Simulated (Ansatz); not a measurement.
**InH2+ (triplet): from Hartree-Fock to the top rungs at scale of all distances = 1.000, def2-TZVPP**

How much of the correlation energy of InH2+ (triplet) does each wave-function method recover here?

Computed with Ansatz 0.2.0, Gaussian basis. Level: def2-TZVPP, core rule «outside noble gas», up to 9 orbitals frozen.

The runs, in order: UHF; CCSD(T) on ROHF; CCSD(T) on UHF; BCCD(T) on ROHF; CCSDT(Q) on ROHF; CCSDT(Q) on UHF; CASSCF and NEVPT2, 4 electrons in 4 orbitals; CASSCF and MRCISD+Q, 4 electrons in 6 orbitals; CASSCF and NEVPT2, 4 electrons in 6 orbitals; Full CI.

12 further runs of the same task are left out: 9 that didn't finish, 3 set aside as unsound or not needed.

## Step 1: What is computed

The geometry derives from a PBE0/def2-TZVP stationary point (not a proven minimum). All distances are scaled together. No spin-orbit coupling is included. Elements past krypton take def2 core potentials.

3 atoms, charge 1, spin multiplicity 3.

Atoms are counted from 1 here; the program's logs count them from 0.

Bond lengths: In1–H2 1.966 Å, In1–H3 1.966 Å. Angles: H2–In1–H3 71.1°.

In the tables R marks a restricted open-shell determinant and U an unrestricted one; 'pair' is the active space of 4 electrons in 4 orbitals; 'valence' is the active space of 4 electrons in 6 orbitals; energies count from the table's Hartree-Fock row.

## Step 2: UHF

in.yaml

```yaml
crystal:
  periodic: [false, false, false]
  atoms:
    - {symbol: In, position_ang: [0.000000, 0.000000, -0.027604]}
    - {symbol: H, position_ang: [0.000000, 1.143293, 1.572214]}
    - {symbol: H, position_ang: [0.000000, -1.143293, 1.572214]}
basis:
  gaussian: {orbitals: def2-TZVPP}
total_charge: 1
magnetization: {spin_polarized: true, initial_magnetization: 2}
hamiltonian: {xc: hf}
output: {orbitals: {seedname: orbitals}}
```

Run with:

```console
$ ansatz run in.yaml --threads 1 --pin off --events-out ev --progress --plain --max-ram 2393MiB
```

The program printed:

```text
Functional definition: HF
  name "HF"
  cite "Fock, Z. Phys. 61, 126 (1930) doi:10.1007/BF01340294"
  parent pbe
  exchange = exact_x
  correlation = 0
662 factors; their error is unknown
mean field evaluation 1: about -5169.6389 eV, gradient 8.5e0 eV
mean field evaluation 2: about -5170.2545 eV, gradient 4.2e0 eV
mean field evaluation 4: about -5170.4381 eV, gradient 4.4e-1 eV
mean field evaluation 8: about -5170.6528 eV, gradient 5.3e-1 eV
mean field evaluation 16: about -5170.6538 eV, gradient 8.2e-6 eV
mean field -5170.65378587 eV, -190.0180218358 hartree, gradient 8.2e-6 eV, S^2 2.068745; 0 other end points of the search recorded, 0 dependent functions left out
reference -5170.65378587 eV, -190.0180218358 hartree; 12, 10 occupied and 66, 68 virtual orbitals, 662 factors
Total energy: -5170.65378587 eV, -190.0180218358 hartree
```

Run time: 3 s. Hardware: 1 thread of Intel Xeon at 2.50GHz, shared host.

From the report: ⟨S²⟩ of the determinant 2.069 (pure triplet: 2.00).

## Step 3: CCSD(T) on ROHF

in.yaml, as its differences from that of step 2:

```diff
@@ -9,4 +9,3 @@
 total_charge: 1
-magnetization: {spin_polarized: true, initial_magnetization: 2}
-hamiltonian: {xc: hf}
-output: {orbitals: {seedname: orbitals}}
+magnetization: {spin_polarized: false, initial_magnetization: 2}
+correlation: {method: ccsd_t, electrons: outside_noble_gas}
```

Launched as before.

The program printed (excerpt; [...] marks lines left out):

```text
Functional definition: HF
  name "HF"
  cite "Fock, Z. Phys. 61, 126 (1930) doi:10.1007/BF01340294"
  parent pbe
[...]
631 factors; integrals over basis functions are off by at most 8.2e-4 eV
[...]
mean field -5170.20442530 eV, -190.0015081395 hartree, gradient 3.0e-6 eV, S^2 2.000000; 0 other end points of the search recorded, 0 dependent functions left out
[...]
9 core orbitals not correlated: weight in the atoms' cores, before any rotation towards them, 0.997 or more for the frozen orbitals, at most 0.003 for the correlated occupied ones
reference -5170.20442530 eV, -190.0015081395 hartree; 3, 1 occupied and 66, 68 virtual orbitals, 631 factors
second order -1.12388160 eV of doubles, -0.23165148 eV of singles
cycle   1  -1.59123255 eV  change   -2.3e-1 eV  update   5.5e-2
[...]
cycle  10  -1.74925102 eV  change   -3.0e-6 eV  update   3.8e-6
perturbative correction -0.02876440 eV, -0.0010570720 hartree
Total energy: -5171.98244072 eV, -190.0668490009 hartree
```

Run time: 16 s. Hardware: 1 thread of Intel Xeon at 2.50GHz, shared host; peak memory 0.28 GiB.

From the report: correlation -1.7780 eV; T1 0.050; largest double amplitude 0.09.

## Step 4: CCSD(T) on UHF

in.yaml, as its differences from that of step 3:

```diff
@@ -9,3 +9,3 @@
 total_charge: 1
-magnetization: {spin_polarized: false, initial_magnetization: 2}
+magnetization: {spin_polarized: true, initial_magnetization: 2}
 correlation: {method: ccsd_t, electrons: outside_noble_gas}
```

Same command.

The program printed (excerpt; [...] marks lines left out):

```text
Functional definition: HF
  name "HF"
  cite "Fock, Z. Phys. 61, 126 (1930) doi:10.1007/BF01340294"
  parent pbe
[...]
631 factors; integrals over basis functions are off by at most 8.2e-4 eV
[...]
mean field -5170.65400257 eV, -190.0180297994 hartree, gradient 4.9e-6 eV, S^2 2.068745; 0 other end points of the search recorded, 0 dependent functions left out
9 core orbitals not correlated: weight in the atoms' cores, before any rotation towards them, 0.996 or more for the frozen orbitals, at most 0.003 for the correlated occupied ones
reference -5170.65400257 eV, -190.0180297994 hartree; 3, 1 occupied and 66, 68 virtual orbitals, 631 factors
second order -0.90279455 eV of doubles, -0.00000000 eV of singles
cycle   1  -1.11815166 eV  change   -2.2e-1 eV  update   5.5e-2
[...]
cycle  11  -1.32954390 eV  change   -3.5e-7 eV  update   1.3e-6
perturbative correction -0.02250160 eV, -0.0008269187 hartree
Total energy: -5172.00604808 eV, -190.0677165553 hartree
```

Run time: 9 s. Hardware: 1 thread of Intel Xeon at 2.50GHz, shared host; peak memory 0.28 GiB.

From the report: ⟨S²⟩ of the determinant 2.069 (pure triplet: 2.00); correlation -1.3520 eV; T1 0.031; largest double amplitude 0.09.

## Step 5: BCCD(T) on ROHF

in.yaml, as its differences from that of step 4:

```diff
@@ -9,3 +9,3 @@
 total_charge: 1
-magnetization: {spin_polarized: true, initial_magnetization: 2}
-correlation: {method: ccsd_t, electrons: outside_noble_gas}
+magnetization: {spin_polarized: false, initial_magnetization: 2}
+correlation: {method: bccd_t, electrons: outside_noble_gas}
```

The command is unchanged.

The program printed (excerpt; [...] marks lines left out):

```text
Functional definition: HF
  name "HF"
  cite "Fock, Z. Phys. 61, 126 (1930) doi:10.1007/BF01340294"
  parent pbe
[...]
631 factors; integrals over basis functions are off by at most 8.2e-4 eV
[...]
mean field -5170.20442530 eV, -190.0015081395 hartree, gradient 3.0e-6 eV, S^2 2.000000; 0 other end points of the search recorded, 0 dependent functions left out
[...]
9 core orbitals not correlated: weight in the atoms' cores, before any rotation towards them, 0.997 or more for the frozen orbitals, at most 0.003 for the correlated occupied ones
reference -5170.20442530 eV, -190.0015081395 hartree; 3, 1 occupied and 66, 68 virtual orbitals, 631 factors
second order -1.12388160 eV of doubles, -0.23165148 eV of singles
cycle   1  -1.61366225 eV  change   -2.5e-1 eV  update   5.5e-2
[...]
cycle  10  -1.75017986 eV  change   -1.7e-7 eV  update   4.2e-6
perturbative correction -0.02713221 eV, -0.0009970902 hartree
Total energy: -5171.98173737 eV, -190.0668231532 hartree
```

It took 13 s on 1 thread of Intel Xeon at 2.50GHz, shared host; peak memory 0.33 GiB.

From the report: correlation -1.7773 eV; largest double amplitude 0.09.

## Step 6: CCSDT(Q) on ROHF

in.yaml, as its differences from that of step 5:

```diff
@@ -10,2 +10,2 @@
 magnetization: {spin_polarized: false, initial_magnetization: 2}
-correlation: {method: bccd_t, electrons: outside_noble_gas}
+correlation: {method: ccsdt_q, electrons: outside_noble_gas}
```

Launched as before.

The program printed (excerpt; [...] marks lines left out):

```text
Functional definition: HF
  name "HF"
  cite "Fock, Z. Phys. 61, 126 (1930) doi:10.1007/BF01340294"
  parent pbe
[...]
1202 factors; integrals over basis functions are off by at most 1.5e-7 eV
[...]
mean field -5170.20443209 eV, -190.0015083888 hartree, gradient 2.2e-6 eV, S^2 2.000000; 0 other end points of the search recorded, 0 dependent functions left out
[...]
9 core orbitals not correlated: weight in the atoms' cores, before any rotation towards them, 0.997 or more for the frozen orbitals, at most 0.003 for the correlated occupied ones
reference -5170.20443209 eV, -190.0015083888 hartree; 3, 1 occupied and 66, 68 virtual orbitals, 1202 factors
second order -1.12388411 eV of doubles, -0.23165151 eV of singles
cycle   1  -1.59122872 eV  change   -2.3e-1 eV  update   5.6e-2
[...]
cycle  14  -1.78738149 eV  change    9.6e-8 eV  update   1.5e-7
perturbative correction -0.00031680 eV, -0.0000116422 hartree
Total energy: -5171.99213037 eV, -190.0672050890 hartree
```

Wall time 68 s (1 thread of Intel Xeon at 2.50GHz, shared host); peak memory 0.63 GiB.

From the report: correlation -1.7877 eV; T1 0.049; largest double amplitude 0.10.

## Step 7: CCSDT(Q) on UHF

in.yaml, as its differences from that of step 6:

```diff
@@ -9,3 +9,3 @@
 total_charge: 1
-magnetization: {spin_polarized: false, initial_magnetization: 2}
+magnetization: {spin_polarized: true, initial_magnetization: 2}
 correlation: {method: ccsdt_q, electrons: outside_noble_gas}
```

The command is unchanged.

The program printed (excerpt; [...] marks lines left out):

```text
Functional definition: HF
  name "HF"
  cite "Fock, Z. Phys. 61, 126 (1930) doi:10.1007/BF01340294"
  parent pbe
[...]
1202 factors; integrals over basis functions are off by at most 1.5e-7 eV
[...]
mean field -5170.65400960 eV, -190.0180300576 hartree, gradient 4.4e-6 eV, S^2 2.068745; 0 other end points of the search recorded, 0 dependent functions left out
9 core orbitals not correlated: weight in the atoms' cores, before any rotation towards them, 0.996 or more for the frozen orbitals, at most 0.003 for the correlated occupied ones
reference -5170.65400960 eV, -190.0180300576 hartree; 3, 1 occupied and 66, 68 virtual orbitals, 1202 factors
second order -0.90279667 eV of doubles, -0.00000000 eV of singles
cycle   1  -1.11814764 eV  change   -2.2e-1 eV  update   5.7e-2
[...]
cycle  14  -1.36130892 eV  change    1.9e-7 eV  update   2.2e-7
perturbative correction -0.00024817 eV, -0.0000091199 hartree
Total energy: -5172.01556668 eV, -190.0680663575 hartree
```

Wall time 64 s (1 thread of Intel Xeon at 2.50GHz, shared host); peak memory 0.62 GiB.

From the report: ⟨S²⟩ of the determinant 2.069 (pure triplet: 2.00); correlation -1.3616 eV; T1 0.031; largest double amplitude 0.10.

## Step 8: CASSCF and NEVPT2, 4 electrons in 4 orbitals

in.yaml, as its differences from that of step 7:

```diff
@@ -9,3 +9,3 @@
 total_charge: 1
-magnetization: {spin_polarized: true, initial_magnetization: 2}
-correlation: {method: ccsdt_q, electrons: outside_noble_gas}
+magnetization: {spin_polarized: false, initial_magnetization: 2}
+correlation: {method: sc_nevpt2, electrons: outside_noble_gas, active_space: {window: {electrons: 4, orbitals: 4}}}
```

Same command.

The program printed:

```text
Functional definition: HF
  name "HF"
  cite "Fock, Z. Phys. 61, 126 (1930) doi:10.1007/BF01340294"
  parent pbe
  exchange = exact_x
  correlation = 0
631 factors; integrals over basis functions are off by at most 8.2e-4 eV
mean field evaluation 1: about -5169.7756 eV, gradient 9.2e0 eV
mean field evaluation 2: about -5169.7789 eV, gradient 9.2e0 eV
mean field evaluation 4: about -5170.1869 eV, gradient 7.1e-1 eV
mean field evaluation 8: about -5170.2023 eV, gradient 1.6e-1 eV
mean field evaluation 16: about -5170.2044 eV, gradient 3.0e-6 eV
mean field -5170.20442530 eV, -190.0015081395 hartree, gradient 3.0e-6 eV, S^2 2.000000; 0 other end points of the search recorded, 0 dependent functions left out
reference -5170.20442530 eV, -190.0015081395 hartree; 12, 10 occupied and 66, 68 virtual orbitals, 631 factors
state -5170.91842542 eV, -190.0277471600 hartree
state -5170.91842542 eV, -190.0277471600 hartree; corrected -5171.61060714 eV, -190.0531843686 hartree
Total energy: -5171.61060714 eV, -190.0531843686 hartree
```

Run time: 14 s. Hardware: 1 thread of Intel Xeon at 2.50GHz, shared host.

From the report: 18 determinants; active occupations 1.96, 1.00, 1.00, 0.04.

## Step 9: CASSCF and MRCISD+Q, 4 electrons in 6 orbitals

in.yaml, as its differences from that of step 8:

```diff
@@ -10,2 +10,2 @@
 magnetization: {spin_polarized: false, initial_magnetization: 2}
-correlation: {method: sc_nevpt2, electrons: outside_noble_gas, active_space: {window: {electrons: 4, orbitals: 4}}}
+correlation: {method: fic_mrcisd_q, electrons: outside_noble_gas, active_space: {window: {electrons: 4, orbitals: 6}, shells: [{species: H, l: s, shell: 1}, {species: In, l: s, shell: 5}, {species: In, l: p, shell: 5}]}}
```

Same command.

The program printed (excerpt; [...] marks lines left out):

```text
Functional definition: HF
  name "HF"
  cite "Fock, Z. Phys. 61, 126 (1930) doi:10.1007/BF01340294"
  parent pbe
[...]
1202 factors; integrals over basis functions are off by at most 1.5e-7 eV
[...]
mean field -5170.20443209 eV, -190.0015083888 hartree, gradient 2.2e-6 eV, S^2 2.000000; 0 other end points of the search recorded, 0 dependent functions left out
reference -5170.20443209 eV, -190.0015083888 hartree; 12, 10 occupied and 66, 68 virtual orbitals, 1202 factors
state -5171.38830418 eV, -190.0450148859 hartree
contracted CI cycle   1: correlation 0.00000000 eV, 0.0000000000 hartree, residual 5.80e0 eV
contracted CI cycle   2: correlation -0.56158953 eV, -0.0206380347 hartree, residual 1.42e0 eV
contracted CI cycle   3: correlation -0.58892161 eV, -0.0216424700 hartree, residual 3.00e-1 eV
contracted CI cycle   4: correlation -0.59026891 eV, -0.0216919822 hartree, residual 7.80e-2 eV
contracted CI cycle   5: correlation -0.59034514 eV, -0.0216947838 hartree, residual 1.72e-2 eV
contracted CI cycle   6: correlation -0.59034907 eV, -0.0216949283 hartree, residual 4.16e-3 eV
contracted CI cycle   7: correlation -0.59034928 eV, -0.0216949360 hartree, residual 8.91e-4 eV
state -5171.38830418 eV, -190.0450148859 hartree; corrected -5171.98794845 eV, -190.0670514060 hartree
Total energy: -5171.98794845 eV, -190.0670514060 hartree
Checks for a lower state left out: starts, orbital_swaps
```

Run time: 14 s. Hardware: 1 thread of Intel Xeon at 2.50GHz, shared host; peak memory 0.26 GiB.

From the report: 60 determinants; active occupations 1.92, 1.01, 0.99, 0.03, 0.03, 0.02.

## Step 10: CASSCF and NEVPT2, 4 electrons in 6 orbitals

in.yaml

```yaml
crystal:
  periodic: [false, false, false]
  atoms:
    - {symbol: In, position_ang: [0.000000, 0.000000, -0.027604]}
    - {symbol: H, position_ang: [0.000000, 1.143293, 1.572214]}
    - {symbol: H, position_ang: [0.000000, -1.143293, 1.572214]}
basis:
  gaussian: {orbitals: def2-TZVPP}
total_charge: 1
magnetization: {spin_polarized: false, initial_magnetization: 2}
correlation: {method: sc_nevpt2, electrons: outside_noble_gas, active_space: {window: {electrons: 4, orbitals: 6}, shells: [{species: H, l: s, shell: 1}, {species: In, l: s, shell: 5}, {species: In, l: p, shell: 5}]}}
```

Launched as before.

The program printed:

```text
Functional definition: HF
  name "HF"
  cite "Fock, Z. Phys. 61, 126 (1930) doi:10.1007/BF01340294"
  parent pbe
  exchange = exact_x
  correlation = 0
1202 factors; integrals over basis functions are off by at most 1.5e-7 eV
mean field evaluation 1: about -5169.7757 eV, gradient 9.2e0 eV
mean field evaluation 2: about -5169.7786 eV, gradient 9.2e0 eV
mean field evaluation 4: about -5170.1868 eV, gradient 7.1e-1 eV
mean field evaluation 8: about -5170.1992 eV, gradient 2.5e-1 eV
mean field evaluation 16: about -5170.2044 eV, gradient 2.2e-6 eV
mean field -5170.20443209 eV, -190.0015083888 hartree, gradient 2.2e-6 eV, S^2 2.000000; 0 other end points of the search recorded, 0 dependent functions left out
reference -5170.20443209 eV, -190.0015083888 hartree; 12, 10 occupied and 66, 68 virtual orbitals, 1202 factors
state -5171.38830418 eV, -190.0450148859 hartree
state -5171.38830418 eV, -190.0450148859 hartree; corrected -5171.82825502 eV, -190.0611827808 hartree
Total energy: -5171.82825502 eV, -190.0611827808 hartree
Checks for a lower state left out: starts, orbital_swaps
```

Wall time 11 s (1 thread of Intel Xeon at 2.50GHz, shared host).

From the report: 60 determinants; active occupations 1.92, 1.01, 0.99, 0.03, 0.03, 0.02.

## Step 11: Full CI

in.yaml

```yaml
crystal:
  periodic: [false, false, false]
  atoms:
    - {symbol: In, position_ang: [0.000000, 0.000000, -0.027604]}
    - {symbol: H, position_ang: [0.000000, 1.143293, 1.572214]}
    - {symbol: H, position_ang: [0.000000, -1.143293, 1.572214]}
basis:
  gaussian: {orbitals: def2-TZVPP}
total_charge: 1
magnetization: {spin_polarized: false, initial_magnetization: 2}
correlation: {method: fci, electrons: outside_noble_gas}
```

Launched as before.

The program printed:

```text
Functional definition: HF
  name "HF"
  cite "Fock, Z. Phys. 61, 126 (1930) doi:10.1007/BF01340294"
  parent pbe
  exchange = exact_x
  correlation = 0
1202 factors; integrals over basis functions are off by at most 1.5e-7 eV
mean field evaluation 1: about -5169.7757 eV, gradient 9.2e0 eV
mean field evaluation 2: about -5169.7786 eV, gradient 9.2e0 eV
mean field evaluation 4: about -5170.1868 eV, gradient 7.1e-1 eV
mean field evaluation 8: about -5170.1992 eV, gradient 2.5e-1 eV
mean field evaluation 16: about -5170.2044 eV, gradient 2.2e-6 eV
mean field -5170.20443209 eV, -190.0015083888 hartree, gradient 2.2e-6 eV, S^2 2.000000; 0 other end points of the search recorded, 0 dependent functions left out
9 core orbitals not correlated: weight in the atoms' cores, before any rotation towards them, 0.999 or more for the frozen orbitals, at most 0.000 for the correlated occupied ones
reference -5170.20443209 eV, -190.0015083888 hartree; 3, 1 occupied and 66, 68 virtual orbitals, 1202 factors
state -5171.99103373 eV, -190.0671647880 hartree
Total energy: -5171.99103373 eV, -190.0671647880 hartree
```

Wall time 36 s (1 thread of Intel Xeon at 2.50GHz, shared host); peak memory 0.33 GiB.

From the report: 1,394,336 determinants, symmetry B2.

## Step 12: How many determinants matter

Natural occupations of the FCI state about the gap (report; correlated orbitals 1 to 10): 1.918, 1.000, 0.985, 0.030, 0.027, 0.017, 0.006, 0.003, 0.003, 0.003. The count of effectively unpaired electrons, Σ n²(2 − n)², is 2.03; a single determinant of this spin has 2.

## Step 13: Misses and costs

The yardstick is full CI for this spin, exact in this basis with these frozen cores. Rows without a time come out of other runs: HF, MP2 and CCSD of CCSD(T), CCSDT of CCSDT(Q), CASSCF and MRCISD of the multireference runs.

```tsv
method	energy from the lowest RHF (kcal/mol)	from FCI (kcal/mol)	time
RHF	0.00	+41.20	
UHF	-10.37	+30.83	
RMP2	-31.26	+9.94	
UMP2	-31.19	+10.01	
RCCSD	-40.34	+0.86	
UCCSD	-41.03	+0.17	
RCCSD(T)	-41.00	+0.20	16 s
UCCSD(T)	-41.55	-0.35	9 s
BCCD(T)	-40.99	+0.21	13 s
RCCSDT	-41.22	-0.02	
UCCSDT	-41.76	-0.56	
RCCSDT(Q)	-41.23	-0.03	68 s
UCCSDT(Q)	-41.77	-0.57	64 s
CASSCF pair	-16.47	+24.73	
NEVPT2 pair	-32.43	+8.77	14 s
CASSCF valence	-27.30	+13.90	
NEVPT2 valence	-37.45	+3.75	11 s
MRCISD valence	-40.91	+0.29	
MRCISD+Q valence	-41.13	+0.07	14 s
FCI	-41.20	0	36 s
```

Among the levels timed on like hardware and quicker than the yardstick, those that no quicker one beats, quickest first: UCCSD(T) (9 s, -0.35 kcal/mol); BCCD(T) (13 s, +0.21 kcal/mol); MRCISD+Q valence (14 s, +0.07 kcal/mol).

## Step 14: Results

```
                         quantity                                                                                                              value
         FCI below the RHF energy                                                                                                         -1.7866 eV
                    RMP2 from FCI                                                                                                     +9.94 kcal/mol
                    UMP2 from FCI                                                                                                    +10.01 kcal/mol
                   RCCSD from FCI                                                                                                     +0.86 kcal/mol
                RCCSD(T) from FCI                                                                                                     +0.20 kcal/mol
                UCCSD(T) from FCI                                                                                                     -0.35 kcal/mol
               RCCSDT(Q) from FCI                                                                                                     -0.03 kcal/mol
               UCCSDT(Q) from FCI                                                                                                     -0.57 kcal/mol
             NEVPT2 pair from FCI                                                                                                     +8.77 kcal/mol
          NEVPT2 valence from FCI                                                                                                     +3.75 kcal/mol
        MRCISD+Q valence from FCI                                                                                                     +0.07 kcal/mol
levels within 1 kcal/mol (43 meV)  RCCSD, UCCSD, RCCSD(T), UCCSD(T), BCCD(T), RCCSDT, UCCSDT, RCCSDT(Q), UCCSDT(Q), MRCISD valence, MRCISD+Q valence
                    T1 diagnostic                                                                                                              0.050
   effectively unpaired electrons                                                                                                               2.03
```

In words: RCCSD(T) lands +0.20 kcal/mol from the yardstick (0.5 % of the correlation energy). CCSD(T) misses by +0.20 kcal/mol on the restricted determinant and by -0.35 kcal/mol on the unrestricted one; the two need not hold the same state or core. UCCSD(T), UCCSDT, UCCSDT(Q) fall below full CI: unrestricted runs freeze a spin-polarised core, another one than full CI's, and coupled cluster isn't variational. The occupations are near whole numbers, but T1 = 0.050 shows that the orbitals relax strongly. Of the multireference levels listed MRCISD+Q valence comes nearest in total energy (+0.07 kcal/mol), which doesn't show that its space is the better one. These misses are within one basis, not against nature; the frozen cores of restricted and unrestricted runs differ, which can shift their rows.

MRCISD+Q valence reaches 0.07 kcal/mol from the reference in 14 s, where FCI took 36 s; the quickest level in the cost chart, UCCSD(T), takes 9 s and misses by 0.35 kcal/mol.
